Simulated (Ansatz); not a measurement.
# AgO+ (singlet): from Hartree-Fock to the top rungs, def2-SVP

An exercise on one series of results from a longer session: the logs are not shown, and one member is left open.

Method: def2-SVP, core rule «outside noble gas», up to 5 orbitals frozen; program: Ansatz 0.2.0, Gaussian basis.

Plan: UHF; CCSD(T) on RHF; CCSD(T) on UHF; CISD; CCSDT(Q) on RHF; CCSDT(Q) on UHF.

12 further runs of the same task are left out: 5 for a known fault of the program, 1 that didn't finish, 6 set aside as unsound or not needed.

### The geometry

The geometry is a PBE0/def2-TZVP stationary point (not a proven minimum). No spin-orbit coupling is included. Elements past krypton take def2 core potentials.

2 atoms, charge 1, spin multiplicity 1.

Atoms are counted from 1 here; the program's logs count them from 0.

Bond lengths: Ag1–O2 1.957 Å.

Geometry (Å):

```
Ag    0.0000    0.0000    0.0000
O     0.0000    0.0000    1.9574
```

The first run:

The input, in.yaml:

```yaml
crystal:
  periodic: [false, false, false]
  atoms:
    - {symbol: Ag, position_ang: [0.000000, 0.000000, 0.000000]}
    - {symbol: O, position_ang: [0.000000, 0.000000, 1.957400]}
basis:
  gaussian: {orbitals: def2-SVP}
total_charge: 1
magnetization: {spin_polarized: true, initial_magnetization: 0}
hamiltonian: {xc: hf}
output: {orbitals: {seedname: orbitals}}
```

Run with:

```console
$ ansatz run in.yaml --threads 1 --pin off --events-out ev --progress --plain --max-ram 2393MiB
```

Steps of the session up to this table: UHF; CCSD(T) on RHF; CCSD(T) on UHF; CISD; CCSDT(Q) on RHF; CCSDT(Q) on UHF.

One of the session's tables, all rows but one given; the rest of the session is left out.

```
   method  from RCCSDT(Q) (meV)
      RHF              +10807.5
      UHF               +8439.8
     RMP2               +1386.9
     UMP2                -389.5
     CISD               +1608.9
    RCCSD                +678.3
    UCCSD               -1060.6
 RCCSD(T)                +290.7
 UCCSD(T)                     ?
   RCCSDT                +100.1
   UCCSDT               -1885.8
RCCSDT(Q)                     0
UCCSDT(Q)               -1957.2
```

Estimate the missing values for UCCSD(T).

The run gave: from RCCSDT(Q) (meV): -1498.8. In the column «from RCCSDT(Q) (meV)» it lies between UCCSDT (-1885.8) and UCCSD (-1060.6).

The program flags UCCSD(T), UCCSDT(Q) as in doubt (see the logs), so those rows may rest on another solution; read them beside their warnings.

Caveats from the session: The determinant is far from a pure spin state, so its energy mixes those of several spin states (harmless only where they are near-degenerate, as at dissociation). The program flags UCCSD(T), UCCSDT(Q) as in doubt, so those rows may rest on another solution; read them beside their warnings. Warnings: restricted reference is unstable; spin contamination; large T1 diagnostic. Restricted and unrestricted rows rest on different reference determinants; where their highest levels disagree by more than a few hundredths of an eV, they describe different states and don't form one ladder.
